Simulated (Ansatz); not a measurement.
# SnO3: the cost of one run

Method: DFT PBE, scalar-relativistic, plane waves, PAW, unless a step names another level, in Ansatz 0.2.0.

9 further runs of the same task are left out: 2 that didn't finish, 7 set aside as unsound or not needed. Runs told in other sessions of the task aren't counted.

### 1 Plan

Pauling electronegativities: Sn 1.96, O 3.44 (spread 1.48). No set of common oxidation states balances it. Tabulated atomic sizes suggest about 13 Å³/atom. 40 candidates were drawn, by swapping species into database cells of other compounds, at random by space group and Wyckoff sites, or by hand, as the table says:

```csv
name,made from,space group no.,Wyckoff sites,atoms (primitive cell),V (Å³/atom)
c01,database cell of PI3,173,Sn 2b; O 6c,8,15.5
c02,database cell of TmCd3,63,"Sn 4c; O 4c, 8g",8,13.0
c03,random,174,Sn 1a; O 3k,4,15.4
c04,random,191,Sn 1a; O 3g,4,17.1
c05,"built by hand: BaS3, ozonide-like",113,"Sn 2a; O 2c, 4e",8,17.1
c06,random,216,"Sn 4c, 4b; O 24g",8,15.1
c07,random,183,Sn 1a; O 3c,4,16.2
c08,"built by hand: ZrSe3 (ZrS3 variant), peroxide",11,"Sn 2e; O 2e, 2e, 2e",8,13.2
c09,random,225,"Sn 4a, 4b; O 24e",8,17.0
c10,built by hand: BiI3,148,Sn 6c; O 18f,8,13.2
c11,database cell of MgGa3,25,"Sn 1b; O 1a, 1c, 1d",4,13.8
c12,database cell of TeO3,167,Sn 6b; O 18e,8,11.2
c13,random,99,"Sn 1a; O 1b, 1a, 1b",4,14.1
c14,database cell of Mg3Sn,25,"Sn 1c; O 1a, 1b, 1d",4,16.3
c15,database cell of Na3Sb,194,"Sn 2c; O 2b, 4f",8,17.8
c16,database cell of MnF3,15,"Sn 4d; O 4e, 8f",8,16.5
c17,random,107,"Sn 2a; O 4b, 2a",4,14.2
c18,random,156,"Sn 1a; O 1a, 1c, 1a",4,14.3
c19,random,160,"Sn 3a; O 3a, 3a, 3a",4,13.7
c20,database cell of NbPd3,139,"Sn 2a; O 4d, 2b",4,13.6
c21,built by hand: skutterudite (CoAs3),204,Sn 8c; O 24g,16,13.2
c22,random,65,"Sn 2c; O 2a, 4f",4,14.5
c23,random,229,Sn 2a; O 6b,4,15.8
c24,random,221,Sn 1b; O 3d,4,13.3
c25,database cell of CrO3,40,"Sn 4b; O 4b, 4a, 4b",8,18.4
c26,database cell of K3Sb,225,"Sn 4a; O 4b, 8c",4,15.0
c27,random,191,"Sn 1b; O 2d, 1a",4,15.9
c28,database cell of La3Al,194,Sn 2c; O 6h,8,15.8
c29,random,186,Sn 2b; O 6c,8,15.7
c30,database cell of NiPt3,221,Sn 1a; O 3c,4,13.6
c31,random,71,"Sn 2c; O 2d, 4i",4,16.5
c32,database cell of AlF3,221,Sn 1a; O 3d,4,12.7
c33,random,67,"Sn 4g; O 8k, 4g",8,15.9
c34,database cell of YMg3,123,"Sn 1b; O 2f, 1d",4,18.4
c35,database cell of Mg3Cu,44,"Sn 2a; O 4d, 2b",4,16.5
c36,random,156,Sn 1a; O 3d,4,17.0
c37,database cell of SnP3,166,Sn 6c; O 18h,8,12.9
c38,random,166,"Sn 3a; O 6c, 3b",4,14.0
c39,built by hand: ReO3,221,Sn 1a; O 3d,4,13.2
c40,built by hand: VF3 (RhF3),167,Sn 6b; O 18e,8,13.2
```

### 2 Screening run of c08

Contents of input.yaml:

```yaml
crystal:
  lattice:
    - [4.42, 0.0, 0.0]
    - [0.0, 3.12, 0.0]
    - [-0.98348007, 0.0, 7.67726299]
  atoms:
    - { symbol: Sn, position: [0.285, 0.25, 0.656] }
    - { symbol: Sn, position: [0.715, 0.75, 0.344] }
    - { symbol: O, position: [0.5, 0.75, 0.826] }
    - { symbol: O, position: [0.16, 0.75, 0.831] }
    - { symbol: O, position: [0.236, 0.75, 0.446] }
    - { symbol: O, position: [0.5, 0.25, 0.174] }
    - { symbol: O, position: [0.84, 0.25, 0.169] }
    - { symbol: O, position: [0.764, 0.25, 0.554] }
basis:
  ecutwfc: 420
kpoints:
  mp_grid: { grid: [4, 5, 2] }
hamiltonian:
  xc: pbe
scf:
  occupations: { method: gaussian, width: 0.2 }
  lower_state_search: "off"
output:
  forces: true
  stress: true
  eigenvalues: true
relax:
  adjacent_minimum: "off"
  f_tol: 0.08
  max_steps: 16
  cell: { stress_tol: 0.8 }
```

Started as:

```bash
ansatz run input.yaml --threads 1 --pin off --max-ram 2560MiB --backend cpu --events-out ev --progress --plain --runs-dir out
```

What time and memory should one allow on 1 thread of Intel Xeon 6975P-C (Granite Rapids), shared host?

About 15 s, with a peak of 0.42 GiB.
